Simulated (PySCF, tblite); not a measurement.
**C₆H₁₁OP: geometry, infrared bands and NMR shifts**

What infrared bands and NMR shifts should C₆H₁₁OP (`O=[P@]12CC[C@H](CC1)C2`) show?

Programs: tblite 0.8.0 and PySCF 2.14.0, with density-fitted response routines of our own. Each step states its level of theory. These are calculated values for one molecule in the gas phase, unless marked as measured. Atoms count from 0, in the outputs and in this text.

### Step 1. The starting structure

19 atoms, charge 0, multiplicity 1; geometry from: force field or distance geometry start.

Bonds of the start (Å): O0–P1 1.43, P1–C2 1.77, C2–C3 1.52, C3–C4 1.49, C4–C5 1.50, C5–C6 1.51, C4–C7 1.52, C6–P1 1.82, C7–P1 1.84, C2–H8 1.10, C2–H9 1.10, C3–H10 1.10, C3–H11 1.11, C4–H12 1.10, C5–H13 1.09, C5–H14 1.13, C6–H15 1.12, C6–H16 1.10, C7–H17 1.08, C7–H18 1.09.

### Step 2. Geometry optimisation with GFN2-xTB

Job settings and geometry (Å):

```
{"job": {"kind": "relax", "xc": "GFN2-xTB", "basis": "xTB"}, "charge": 0, "multiplicity": 1}
O     -0.227700    -2.389000     1.396900
P     -0.165200    -1.214400     0.583200
C     -1.525800    -0.720700    -0.442000
C     -1.104200     0.709400    -0.762100
C      0.052000     1.094900     0.089600
C      1.382700     0.559800    -0.348000
C      1.296600    -0.948500    -0.459300
C     -0.046700     0.405700     1.444300
H     -2.484500    -0.714300     0.103800
H     -1.613000    -1.323000    -1.358800
H     -1.961700     1.354200    -0.522700
H     -0.891500     0.757700    -1.847000
H      0.083200     2.173900     0.308300
H      1.834700     1.047700    -1.217400
H      2.076700     0.747400     0.519100
H      2.193200    -1.413000     0.027200
H      1.154300    -1.295300    -1.488700
H      0.894000     0.522100     1.969700
H     -0.957100     0.654700     1.996400
```

Run with:

```
$ OMP_NUM_THREADS=1 python probes_run.py task.json out
```

One launch serves the whole session: the jobs run in the order shown.

**Question.** This job is followed by: GFN2-xTB harmonic vibrations, gas phase; GIAO PBE0/pcSseg-1 NMR shielding, non-relativistic, gas phase. What will the session give for the following? strongest single infrared mode (GFN2-xTB); zero-point energy (GFN2-xTB); 13C shifts against TMS (PBE0/pcSseg-1, means over atoms taken as alike); 1H shifts against TMS (PBE0/pcSseg-1, means over atoms taken as alike); 17O shifts against H2O (PBE0/pcSseg-1); 31P shifts against H3PO4 (PBE0/pcSseg-1); surface potential, 1st and 99th percentile.

**Answer**, as computed:

| quantity | value |
| --- | --- |
| strongest single infrared mode (GFN2-xTB) | 1304 cm⁻¹, 270 km/mol |
| zero-point energy (GFN2-xTB) | 100.8 kcal/mol |
| 13C shifts against TMS (PBE0/pcSseg-1, means over atoms taken as alike) | 31.3, 31.1, 29.8, 22.8 ppm |
| 1H shifts against TMS (PBE0/pcSseg-1, means over atoms taken as alike) | 1.84, 1.80, 1.69, 1.49, 1.47, 1.13 ppm |
| 17O shifts against H2O (PBE0/pcSseg-1) | 92.8 ppm |
| 31P shifts against H3PO4 (PBE0/pcSseg-1) | 37.6 ppm |
| surface potential, 1st and 99th percentile | -2.35 V and 0.94 V |

Relaxing lowered the energy by 0.747 eV in 70 steps; the close pair that moved most is P1–C2, from 1.774 to 1.837 Å. No mode is imaginary among the 51: a minimum at this level. The strongest single mode, at 1304 cm⁻¹, moves mainly O0 and P1. GFN2-xTB is a fitted tight-binding method: band positions and strengths are rough. Its intensities can rank the bands wrongly. At PBE0/pcSseg-1: The widest tensor belongs to P1: span 332 ppm, with a paramagnetic part of -680 ppm.
